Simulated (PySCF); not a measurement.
# C2H8FGeN: the cost of one run

Computed with PySCF 2.14.0, with density-fitted response routines of our own, on a single molecule in the gas phase. Atoms are numbered from 0 throughout.

**1. Starting geometry**

13 atoms, charge 0, multiplicity 1; geometry from: GFN2-xTB. The atoms were then displaced at random by about 0.01 Å, so the start is not that level's minimum.

Bonds of the start (Å): N0–Ge1 1.81, Ge1–C2 2.02, C2–C3 1.49, C3–F4 1.39, N0–H5 1.01, N0–H6 1.03, Ge1–H7 1.49, Ge1–H8 1.51, C2–H9 1.08, C2–H10 1.11, C3–H11 1.12, C3–H12 1.07.

**2. Geometry optimisation at PBE0-D3(BJ)/def2-SVP**

What the job is given:

```
{"job": {"xc": "PBE0", "basis": "def2-SVP", "d3": "d3bj", "grid": 1, "shake": 0.01, "kind": "geom"}, "charge": 0, "multiplicity": 1}
N      1.959430     0.646900    -0.511790
Ge     0.913130    -0.823070    -0.424010
C     -0.777900    -0.647380     0.659840
C     -1.452670     0.618580     0.257920
F     -1.391160     0.758700    -1.121710
H      2.334350     1.023170     0.342710
H      1.547170     1.448210    -1.020630
H      0.614440    -1.173570    -1.840740
H      1.798700    -1.860760     0.217890
H     -1.389190    -1.516750     0.495510
H     -0.552290    -0.614720     1.744630
H     -2.548590     0.604940     0.506070
H     -1.049600     1.518870     0.683990
```

The run is started by

```console
$ OMP_NUM_THREADS=1 python probes_run.py task.json out
```

This one command runs all jobs of the session in turn.

**Question.** How long does this first job take on 1 thread of Arm Neoverse V1, shared host, and how much memory does it need?

About 95 s, with a peak of 0.54 GiB.
